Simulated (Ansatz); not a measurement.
Task: energies of removing a hydrogen of FHZn, SMILES [F][ZnH], with Ansatz's Python interface. Give the script and its output. Level of theory (for the species named): r2scan0, def2-SVPD basis, multiplicity 1.

```xyz
3

F    -1.2698    0.7432   -0.6106
Zn    0.0592   -0.0323    0.0288
H     1.2105   -0.7109    0.5819
```

`bde_fhzn.py`:
```python
import ansatz as az


def single_point(molecule, charge=0, unpaired=0):
    calc = (
        molecule.calculation()
        .basis(gaussian="def2-SVPD")
        .functional("r2scan0")
    )
    if charge:
        calc = calc.charge(charge)
    if unpaired:
        calc = calc.spin("collinear", total=unpaired)
    return calc.run(threads=1).report["free_energy_ev"]

GEOMETRY = """
F    -1.26977    0.74323   -0.61062
Zn    0.05923   -0.03233    0.02875
H     1.21054   -0.71090    0.58187
"""

def without(molecule, index):
    rest = az.Crystal.molecule()
    for i, site in enumerate(molecule.cartesian_sites):
        if i != index:
            rest = rest.atom(site.symbol, site.position_ang)
    return rest

molecule = az.Crystal.molecule()
for line in GEOMETRY.strip().splitlines():
    symbol, *xyz = line.split()
    molecule = molecule.atom(symbol, [float(v) for v in xyz])

whole = single_point(molecule, 0)
hydrogen = single_point(az.Crystal.molecule().atom("H", (0, 0, 0)), 0, 1)
print(f"E(molecule) = {whole:.5f} eV, E(H) = {hydrogen:.5f} eV")
for index in [2]:
    radical = single_point(without(molecule, index), 0, 1)
    print(f"H{index}: homolysis {23.060548 * (radical + hydrogen - whole):.1f} kcal/mol")
    anion = single_point(without(molecule, index), -1)
    print(f"H{index}: loss of a proton {23.060548 * (anion - whole):.1f} kcal/mol")
```

```console
$ python bde_fhzn.py
E(molecule) = -51141.92064 eV, E(H) = -13.58464 eV
H2: homolysis 82.0 kcal/mol
H2: loss of a proton 365.7 kcal/mol
```

Reading the output:
- The settings weren't tested for convergence.
- The geometry is a force-field or estimated start, not a minimum of this method, and the basis set is short of its limit. All parts are taken at fixed geometry, without zero-point energy.
- Timing: 7.7 s on 1 thread of Arm Neoverse V2, with other jobs on the host, peak memory 0.22 GiB.
